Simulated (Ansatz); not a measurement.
# C2H5NSi: the cost of one run

All numbers below are computed with Ansatz 0.2.0 (RKS PBE0/STO-3G).

## (1) The structure to begin with

Bond lengths: C1–C2 1.272 Å, C2–N3 1.309 Å, C2–Si4 1.687 Å, N3–Si4 1.644 Å, C1–H5 1.138 Å, C1–H6 1.103 Å, N3–H7 1.065 Å, Si4–H8 1.459 Å, Si4–H9 1.560 Å. Angles (14 of 15 angles, heavy atoms first): C1–C2–N3 139.8°, C1–C2–Si4 154.7°, N3–C2–Si4 65.2°, C2–N3–Si4 68.6°, C2–Si4–N3 46.2°, C2–C1–H5 121.8°, C2–C1–H6 124.3°, C2–N3–H7 112.1°, Si4–N3–H7 112.2°, C2–Si4–H8 122.2°, C2–Si4–H9 118.8°, N3–Si4–H8 107.0°, N3–Si4–H9 104.6°, H5–C1–H6 113.4°.

Coordinates:

```xyz
9

C    -0.0623    1.2453   -1.0394
C    -0.0465    0.3336   -0.1520
N     0.6466   -0.0274    0.8976
Si   -0.5090   -1.1383    0.5307
H    -0.8566    1.2755   -1.8539
H     0.5811    2.1415   -1.0216
H     1.6242   -0.3610    0.6366
H     0.1810   -2.3876    0.2256
H    -1.4699   -1.1279    1.7592
```

## (2) Relaxing end A

input.yaml

```yaml
crystal:
  periodic: [false, false, false]
  atoms:
    - { symbol: C, position_ang: [-0.0623, 1.2453, -1.0394] }
    - { symbol: C, position_ang: [-0.0465, 0.3336, -0.152] }
    - { symbol: "N", position_ang: [0.6466, -0.0274, 0.8976] }
    - { symbol: Si, position_ang: [-0.509, -1.1383, 0.5307] }
    - { symbol: H, position_ang: [-0.8566, 1.2755, -1.8539] }
    - { symbol: H, position_ang: [0.5811, 2.1415, -1.0216] }
    - { symbol: H, position_ang: [1.6242, -0.361, 0.6366] }
    - { symbol: H, position_ang: [0.181, -2.3876, 0.2256] }
    - { symbol: H, position_ang: [-1.4699, -1.1279, 1.7592] }
basis:
  gaussian: { orbitals: STO-3G }
hamiltonian:
  xc: pbe0
relax:
  f_tol: 0.02
  max_steps: 50
```

Command:

```console
$ ansatz run input.yaml --threads 1 --pin off --max-ram 2048MiB --backend cpu --events-out ev --progress --plain --runs-dir out
```

**Question.** How long does this run take on 1 thread of Arm Neoverse V1, shared host, and how much memory does it need?

About 21 s, with a peak of 0.12 GiB.
